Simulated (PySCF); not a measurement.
# CoBr+: from the state search to spectroscopic constants

Aim: find the lowest electronic state of CoBr+, scan its bond at several levels of theory, and get bond length, wavenumber and dissociation energy from each curve.

The runs use PySCF 2.14.0; Co def2-TZVPPD, Br def2-TZVPPD, no relativity.

### Step 1. Set-up

A driver script around PySCF takes these settings:

```json
{
 "atoms": "Co, Br",
 "charge": "1",
 "basis": "Co def2-TZVPPD, Br def2-TZVPPD",
 "Hamiltonian": "no relativity",
 "basis functions": "124",
 "electrons treated": "61",
 "masses in u": "58.9332, 78.9183",
 "levels": "PBE0, PBE, r²SCAN, PBEsol, B2PLYP, revPBE, r²SCANh, PW91, ωB97M-V, HF, MP2, SCS-MP2",
 "grid": "80 radial by 434 angular points",
 "occupations": "held fixed by the projection of orbital angular momentum",
 "dissociation limit": "Co+ + Br, each in its ground configuration",
 "starting distance in angstrom": "2.285",
 "values of 2S to try": "1, 3, 5"
}
```

Run with:

```console
> OMP_NUM_THREADS=2 python dia.py task.json out
```

Further steps of the session: The PBE0 curve of the state that the search chose; Excited determinants; PBE (GGA); r²SCAN (meta-GGA); PBEsol (GGA); B2PLYP (double hybrid); revPBE (GGA); r²SCANh (hybrid meta-GGA); PW91 (GGA); ωB97M-V (range-separated hybrid); UHF (mean field).

**Question.** What will these runs give? Wanted: for each run, Re; ωe; De; μ.

**Answer**, as computed:

Lowest PBE0 solution found, without spin–orbit coupling: quartet, unpaired electrons σ ↑, π ↑, δ ↑. State 2 has its PBE0 minimum 0.01 eV lower. State 3 has its PBE0 minimum 0.64 eV higher. State 4 has its PBE0 minimum 0.76 eV higher, as a spin-mixed determinant (⟨S²⟩ = 1.76), so this is no gap between pure states. The other levels ran on the lowest alone.

```csv
level,Re (Å),ωe (cm⁻¹),De (eV),μ (D)
UHF,2.272,351,2.41,-9.64
PBE,2.201,336,2.97,-5.60
PBEsol,2.175,349,3.25,-5.49
revPBE,2.215,328,2.73,-5.74
PW91,2.199,337,2.98,-5.58
r²SCAN,2.193,345,2.88,-6.18
r²SCANh,2.189,355,2.69,-6.53
PBE0,2.189,361,2.48,-6.74
B2PLYP,2.182,370,2.03,-7.94
```

De is counted to Co+ + Br in their ground configurations. A positive dipole points from Co to Br; in an ion it is taken about the centre of mass and does not tell which atom is negative. No constants: UHF-MP2 (the points don't follow one smooth fit); UHF-SCS-MP2 (the points don't follow one smooth fit); ωB97M-V (fits of two degrees disagree).

In words: Bond lengths run from 2.175 Å (PBEsol) to 2.272 Å (UHF). Of the levels with a De here, B2PLYP gives the least (2.03 eV) and PBEsol the most (3.25 eV).

Correlated steps freeze 14 core orbitals. B2PLYP dipoles, levels and charges come from its SCF part alone. The state is the lowest single determinant that the PBE0 search found; with open d or f shells the true ground state can be another one.
